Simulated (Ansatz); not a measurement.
# BGeH5 (SMILES [BH2][GeH3]) at BHLYP/aug-cc-pVDZ

What is the electronic atomisation energy of BGeH5 at BHLYP/aug-cc-pVDZ? 

The calculation is run with Ansatz 0.2.0.

48 further runs of the same task are left out: 48 set aside as unsound or not needed.

### 1 The molecule

BGeH5: 7 atoms, total charge 0, spin state singlet. SMILES: `[BH2][GeH3]`. Geometry: relaxed at PBE0-D4/def2-TZVP.

Bond lengths: B1–Ge2 2.057 Å, B1–H3 1.195 Å, B1–H4 1.194 Å, Ge2–H5 1.542 Å, Ge2–H6 1.542 Å, Ge2–H7 1.538 Å. Angles: B1–Ge2–H5 109.6°, B1–Ge2–H6 109.7°, B1–Ge2–H7 114.9°, Ge2–B1–H3 119.1°, Ge2–B1–H4 122.6°, H5–Ge2–H6 106.6°, H5–Ge2–H7 107.9°, H6–Ge2–H7 107.9°, H3–B1–H4 118.3°.

### 2 The energy at BHLYP/aug-cc-pVDZ

job.yaml reads:

```yaml
basis:
  gaussian: {orbitals: aug-cc-pVDZ}
crystal:
  periodic: [false, false, false]
  atoms:
    - {symbol: B, position_ang: [0.007500, -1.219800, 0.268100]}
    - {symbol: Ge, position_ang: [0.048900, 0.786100, -0.183400]}
    - {symbol: H, position_ang: [-1.044400, -1.784600, 0.312800]}
    - {symbol: H, position_ang: [0.997700, -1.849300, 0.488600]}
    - {symbol: H, position_ang: [-0.601100, 1.019700, -1.562200]}
    - {symbol: H, position_ang: [-0.799800, 1.566200, 0.840700]}
    - {symbol: H, position_ang: [1.452500, 1.413700, -0.210300]}
output: {orbitals: {seedname: orbitals}}
hamiltonian: {xc: {name: BHLYP}}
accuracy: high
```

Launch:

```console
$ ansatz run job.yaml --threads 1 --pin off --max-ram 3480MiB --events-out events.jsonl --progress --plain --runs-dir runs
```

The log of the run:

```text
Warning: RAYON_NUM_THREADS=1 ignored (pool sized by the plan → 1); use --threads N
Functional definition: BHLYP
  name "BHLYP"
  parameter a = 0.5
  exchange = (1 - a)*b88_x + a*exact_x
  correlation = lyp_c
2078 factors; integrals over basis functions are off by at most 4.6e-9 eV
mean field evaluation 1: about -57272.1628 eV, gradient 1.3e1 eV
mean field evaluation 2: about -57272.6711 eV, gradient 5.9e0 eV
mean field evaluation 4: about -57272.8006 eV, gradient 9.7e-1 eV
mean field evaluation 8: about -57272.8525 eV, gradient 2.2e-2 eV
mean field evaluation 16: about -57272.8525 eV, gradient 1.1e-6 eV
mean field -57272.85246208 eV, -2104.7385070477 hartree, gradient 6.7e-8 eV, S^2 0.000000; 0 other end points of the search recorded, 0 dependent functions left out
reference -57272.85249898 eV, -2104.7385084039 hartree; 21, 21 occupied and 83, 83 virtual orbitals, 2078 factors
Total energy: -57272.85249898 eV, -2104.7385084039 hartree
```

Wall time 5.7 s (1 thread of AMD EPYC 9R45 (Zen 5), shared host); peak memory 0.35 GiB.

### 3 The B atom, same level

run.yaml reads:

```yaml
crystal:
  periodic: [false, false, false]
  atoms:
    - symbol: B
      position_ang: [0.000000, 0.000000, 0.000000]
basis:
  gaussian:
    orbitals: aug-cc-pVDZ
magnetization:
  spin_polarized: true
  initial_magnetization: 1
hamiltonian:
  xc: {name: BHLYP}
accuracy: high
```

Launch:

```console
$ ansatz run run.yaml --threads 1 --pin off --max-ram 3480MiB --events-out events.jsonl --progress --plain --runs-dir runs
```

The log of the run:

```text
Warning: RAYON_NUM_THREADS=1 ignored (pool sized by the plan → 1); use --threads N
[... 5 set-up lines as earlier in the session ...]
189 factors; integrals over basis functions are off by at most 2.3e-9 eV
mean field evaluation 1: about -670.6894 eV, gradient 2.8e0 eV
mean field evaluation 2: about -670.7978 eV, gradient 7.6e-1 eV
mean field evaluation 4: about -670.8087 eV, gradient 8.4e-2 eV
mean field evaluation 8: about -670.8088 eV, gradient 1.3e-4 eV
mean field evaluation 16: about -670.8088 eV, gradient 7.0e-8 eV
mean field -670.80883476 eV, -24.6517699869 hartree, gradient 7.0e-8 eV, S^2 0.754702; 0 other end points of the search recorded, 0 dependent functions left out
reference -670.80885411 eV, -24.6517706979 hartree; 3, 2 occupied and 20, 21 virtual orbitals, 189 factors
Total energy: -670.80885411 eV, -24.6517706979 hartree
```

Wall time 0.26 s (1 thread of AMD EPYC 9R45 (Zen 5), shared host).

### 4 The Ge atom at the same level

in.yaml reads:

```yaml
basis:
  gaussian: {orbitals: aug-cc-pVDZ}
crystal:
  periodic: [false, false, false]
  atoms:
    - {symbol: Ge, position_ang: [0.000000, 0.000000, 0.000000]}
magnetization: {spin_polarized: true, initial_magnetization: 2}
hamiltonian: {xc: {name: BHLYP}}
accuracy: high
```

Run the same way, it converges to -2076.87749 Eh (log not shown).

### 5 The H atom

molecule.yaml reads:

```yaml
crystal:
  periodic: [false, false, false]
  atoms:
    - {symbol: H, position_ang: [0.000000, 0.000000, 0.000000]}
basis:
  gaussian:
    orbitals: aug-cc-pVDZ
hamiltonian:
  xc: {name: BHLYP}
magnetization:
  spin_polarized: true
  initial_magnetization: 1
accuracy: high
```

Run the same way, it converges to -0.49808 Eh (log not shown).

### 6 Outcome

At BHLYP/aug-cc-pVDZ:

| quantity | value |
| --- | --- |
| molecule: total energy | -2104.73851 Eh |
| molecule: HOMO energy | -9.46 eV |
| molecule: LUMO energy | -1.39 eV |
| molecule: HOMO–LUMO gap | 8.07 eV |
| B atom: total energy | -24.65177 Eh |
| B atom: ⟨S²⟩ | 0.755 |
| Ge atom: total energy | -2076.87749 Eh |
| Ge atom: ⟨S²⟩ | 2.004 |
| H atom: total energy | -0.49808 Eh |
| H atom: ⟨S²⟩ | 0.750 |
| electronic atomisation energy | 19.561 eV |

What this shows: Taking the molecule apart into free atoms costs 19.56 eV (1887 kJ/mol), before zero-point energy and without spin-orbit coupling.
